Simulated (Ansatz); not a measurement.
# One shape, several levels: BH2Br (SMILES BBr)

Aim: a comparison of 6 runs (HF/STO-3G, BHLYP/STO-3G, r2SCAN/STO-3G, RPA@PBE/STO-3G, CCSDT(Q)/STO-3G, CCSD/STO-3G) of BH2Br. 

The results are computed with Ansatz 0.2.0.

61 further runs of the same task are left out: 2 that didn't finish, 59 set aside as unsound or not needed.

## (1) The molecule

BH2Br has 4 atoms, charge 0, and is taken as a singlet. As SMILES, `BBr`. The H3–B1 distance was set to 1.783 Å, away from the relaxed value. At this shape a bond of the SMILES string is far longer than usual.

Bond lengths: B1–Br2 1.891 Å, B1–H4 1.188 Å. Angles: Br2–B1–H4 117.8°. A long bond or contact: B1–H3 1.783 Å.

## (2) The energy at HF/STO-3G (run 1)

File input.yaml:

```yaml
crystal:
  periodic: [false, false, false]
  atoms:
    - symbol: B
      position_ang: [0.324766, 0.346161, -0.241205]
    - symbol: Br
      position_ang: [1.948766, -0.042239, 0.646495]
    - symbol: H
      position_ang: [-1.111200, -0.617300, 0.191700]
    - symbol: H
      position_ang: [0.329166, 1.216561, -1.050205]
basis:
  gaussian:
    orbitals: STO-3G
hamiltonian:
  xc: hf
accuracy: high
```

The run is started by

```console
ansatz run input.yaml --threads 1 --pin off --max-ram 2610MiB --events-out events.jsonl --progress --plain --runs-dir runs
```

The log of the run:

```text
Warning: RAYON_NUM_THREADS=1 ignored (pool sized by the plan → 1); use --threads N
Functional definition: HF
  name "HF"
  exchange = exact_x
  correlation = 0
340 factors; integrals over basis functions are off by at most 1.2e-7 eV
mean field evaluation 1: about -69933.7664 eV, gradient 1.9e1 eV
mean field evaluation 2: about -69933.7824 eV, gradient 1.9e1 eV
mean field evaluation 4: about -69935.7658 eV, gradient 1.4e0 eV
mean field evaluation 8: about -69935.7763 eV, gradient 1.9e-4 eV
mean field -69935.77631993 eV, -2570.0923755856 hartree, gradient 1.7e-8 eV, S^2 0.000000; 0 other end points of the search recorded, 0 dependent functions left out
reference -69935.77631993 eV, -2570.0923755856 hartree; 21, 21 occupied and 4, 4 virtual orbitals, 340 factors
Total energy: -69935.77631993 eV, -2570.0923755856 hartree
```

Run time: 0.14 s. Hardware: 1 thread of Arm Neoverse V2, shared host.

## (3) A single-point energy at BHLYP/STO-3G (run 2)

File job.yaml:

```yaml
crystal:
  periodic: [false, false, false]
  atoms:
    - {symbol: B, position_ang: [0.324766, 0.346161, -0.241205]}
    - {symbol: Br, position_ang: [1.948766, -0.042239, 0.646495]}
    - {symbol: H, position_ang: [-1.111200, -0.617300, 0.191700]}
    - {symbol: H, position_ang: [0.329166, 1.216561, -1.050205]}
basis:
  gaussian: {orbitals: STO-3G}
hamiltonian: {xc: {name: BHLYP}}
accuracy: high
```

The run is started by

```console
ansatz run job.yaml --threads 1 --pin off --max-ram 2610MiB --events-out events.jsonl --progress --plain --runs-dir runs
```

The log of the run:

```text
Warning: RAYON_NUM_THREADS=1 ignored (pool sized by the plan → 1); use --threads N
Functional definition: BHLYP
  name "BHLYP"
  parameter a = 0.5
  exchange = (1 - a)*b88_x + a*exact_x
  correlation = lyp_c
340 factors; integrals over basis functions are off by at most 1.2e-7 eV
mean field evaluation 1: about -69979.4033 eV, gradient 1.7e1 eV
mean field evaluation 2: about -69979.7056 eV, gradient 1.7e1 eV
mean field evaluation 4: about -69980.8490 eV, gradient 1.9e-1 eV
mean field evaluation 8: about -69980.8158 eV, gradient 7.1e-4 eV
mean field -69980.81575389 eV, -2571.7475442549 hartree, gradient 4.7e-8 eV, S^2 0.000000; 0 other end points of the search recorded, 0 dependent functions left out
reference -69980.81577088 eV, -2571.7475448792 hartree; 21, 21 occupied and 4, 4 virtual orbitals, 340 factors
Total energy: -69980.81577088 eV, -2571.7475448792 hartree
```

It took 0.84 s on 1 thread of Arm Neoverse V2, shared host; peak memory 0.09 GiB.

Runs 3 to 5 aren't shown in full; the table further down has their settings and results.

## (4) The energy at CCSD/STO-3G (run 6)

File in.yaml:

```yaml
crystal:
  periodic: [false, false, false]
  atoms:
    - {symbol: B, position_ang: [0.324766, 0.346161, -0.241205]}
    - {symbol: Br, position_ang: [1.948766, -0.042239, 0.646495]}
    - {symbol: H, position_ang: [-1.111200, -0.617300, 0.191700]}
    - {symbol: H, position_ang: [0.329166, 1.216561, -1.050205]}
basis:
  gaussian:
    orbitals: STO-3G
correlation:
  method: ccsd
  frozen_orbitals: {B: 1, Br: 9, H: 0}
accuracy: high
scf:
  omitted_lower_state_checks: [cluster_reference, increment]
```

The run is started by

```console
ansatz run in.yaml --threads 1 --pin off --max-ram 2610MiB --events-out events.jsonl --progress --plain --runs-dir runs
```

The log of the run, shortened:

```text
Warning: RAYON_NUM_THREADS=1 ignored (pool sized by the plan → 1); use --threads N
[... 2 set-up lines as earlier in the session ...]
[...]
340 factors; integrals over basis functions are off by at most 1.2e-7 eV
[...]
mean field -69935.77631993 eV, -2570.0923755856 hartree, gradient 1.7e-8 eV, S^2 0.000000; 0 other end points of the search recorded, 0 dependent functions left out; unrestricted orbitals would lower it
10 core orbitals not correlated: weight in the atoms' cores, before any rotation towards them, 1.000 or more for the frozen orbitals, at most 0.000 for the correlated occupied ones
reference -69935.77631993 eV, -2570.0923755856 hartree; 11, 11 occupied and 4, 4 virtual orbitals, 340 factors
second order -1.76076397 eV of doubles, -0.00000000 eV of singles
cycle   1  -2.19053542 eV  change   -4.3e-1 eV  update   8.4e-2
[...]
cycle  21  -2.53812266 eV  change   -1.7e-9 eV  update  6.8e-10
Total energy: -69938.31444259 eV, -2570.1856498729 hartree
Checks for a lower state left out: cluster_reference, increment
```

Run time: 0.22 s. Hardware: 1 thread of Arm Neoverse V2, shared host.

## (5) The series

```
run            level  frozen core orbitals   energy (Eh)  wall time
  1        HF/STO-3G                     –  -2570.092376     0.14 s
  2     BHLYP/STO-3G                     –  -2571.747545     0.84 s
  3    r2SCAN/STO-3G                     –  -2571.727356      2.3 s
  4   RPA@PBE/STO-3G                    10  -2570.225931      1.4 s
  5  CCSDT(Q)/STO-3G                    10  -2570.188479     0.42 s
  6      CCSD/STO-3G                    10  -2570.185650     0.22 s
```

## (6) Outcome

| quantity | value |
| --- | --- |
| run 6: total energy | -2570.18565 Eh |
| run 6: correlation energy (10 core orbitals frozen) | -93.3 mEh |
| run 6: T1 diagnostic | 0.013 |

**Reading.** Below the HF energy at the same shape and in the same basis (STO-3G): CCSDT(Q) -96.1 mEh; CCSD -93.3 mEh. Totals of different functionals can't be ranked against each other. In runs 5, 6 the log says that unrestricted orbitals would lower the reference, so the values rest on an unstable closed-shell determinant (other closed-shell runs at this shape may share the fault). In runs 1, 2, 3, 4, 5, 6 the basis is minimal, so the values are rough. All runs together took 5.3 s, the longest 2.3 s.
